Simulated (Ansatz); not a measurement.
**C2H5Cl2InN radical: small, medium and large basis sets**

Aim: see how fast density functionals converge with the basis set for C2H5Cl2InN radical.

Computed with Ansatz 0.2.0, Gaussian basis. Level: one geometry, several basis sets.

Plan: PBE0-D4/def2-SVP; ωB97M-V/def2-SVP; PBE0-D4/def2-QZVPP; ωB97M-V/def2-QZVPP; the functionals' def2-TZVPP values are taken from earlier runs.

**1. The geometry**

The geometry comes from an earlier relaxation with PBE0-D4 in a triple-zeta def2 set; it is a stationary point, not always the lowest conformer. In takes the def2 core potential; no spin-orbit term is included.

SMILES `[CH2][N](C)[In]([Cl])[Cl]`, 11 atoms, charge 0, spin multiplicity 2.

Atoms are counted from 1 here; the program's logs count them from 0.

Bond lengths: C1–N2 1.261 Å, C1–H7 1.088 Å, C1–H8 1.093 Å, N2–C3 1.445 Å, N2–In4 2.359 Å, C3–H9 1.092 Å, C3–H10 1.092 Å, C3–H11 1.094 Å, In4–Cl5 2.387 Å, In4–Cl6 2.392 Å. Angles: N2–C1–H7 119.0°, N2–C1–H8 121.5°, H7–C1–H8 119.5°, C1–N2–C3 120.8°, C1–N2–In4 121.1°, C3–N2–In4 118.0°, N2–C3–H9 109.1°, N2–C3–H10 108.4°, N2–C3–H11 112.0°, H9–C3–H10 107.5°, H9–C3–H11 109.5°, H10–C3–H11 110.2°, N2–In4–Cl5 92.8°, N2–In4–Cl6 94.0°, Cl5–In4–Cl6 116.2°.

**2. PBE0-D4 in def2-SVP**

in.yaml reads:

```yaml
crystal:
  periodic: [false, false, false]
  atoms:
    - {symbol: C, position_ang: [-0.481999, -1.227156, 0.573828]}
    - {symbol: N, position_ang: [0.091786, -0.152583, 0.248588]}
    - {symbol: C, position_ang: [1.403576, -0.168253, -0.357695]}
    - {symbol: In, position_ang: [-0.999485, 1.926317, 0.474681]}
    - {symbol: Cl, position_ang: [-0.628965, 2.503845, -1.812050]}
    - {symbol: Cl, position_ang: [-3.120838, 0.946684, 0.987903]}
    - {symbol: H, position_ang: [-1.479362, -1.183328, 1.006520]}
    - {symbol: H, position_ang: [-0.004461, -2.197979, 0.419841]}
    - {symbol: H, position_ang: [2.095489, 0.395277, 0.272416]}
    - {symbol: H, position_ang: [1.345191, 0.343437, -1.320550]}
    - {symbol: H, position_ang: [1.779069, -1.186252, -0.493463]}
basis:
  gaussian: {orbitals: def2-SVP}
magnetization: {spin_polarized: true, initial_magnetization: 1}
hamiltonian: {xc: pbe0, dispersion: d4}
output: {orbitals: {seedname: orbitals}}
```

Further steps of the session: ωB97M-V in def2-SVP; PBE0-D4 in def2-QZVPP; ωB97M-V in def2-QZVPP.

Q: Predict the results of all the runs planned. Wanted: PBE0-D4: double and triple zeta above quadruple; ωB97M-V: double and triple zeta above quadruple.

**Answer**, as computed:

| quantity | value |
| --- | --- |
| PBE0-D4: double and triple zeta above quadruple | 13.79, 0.98 eV |
| ωB97M-V: double and triple zeta above quadruple | 13.87, 0.94 eV |

What this shows: PBE0-D4 gains 12.81 eV from double to triple zeta, then 0.98 eV more. Total energies overstate the basis error of differences, where much of it tends to cancel.
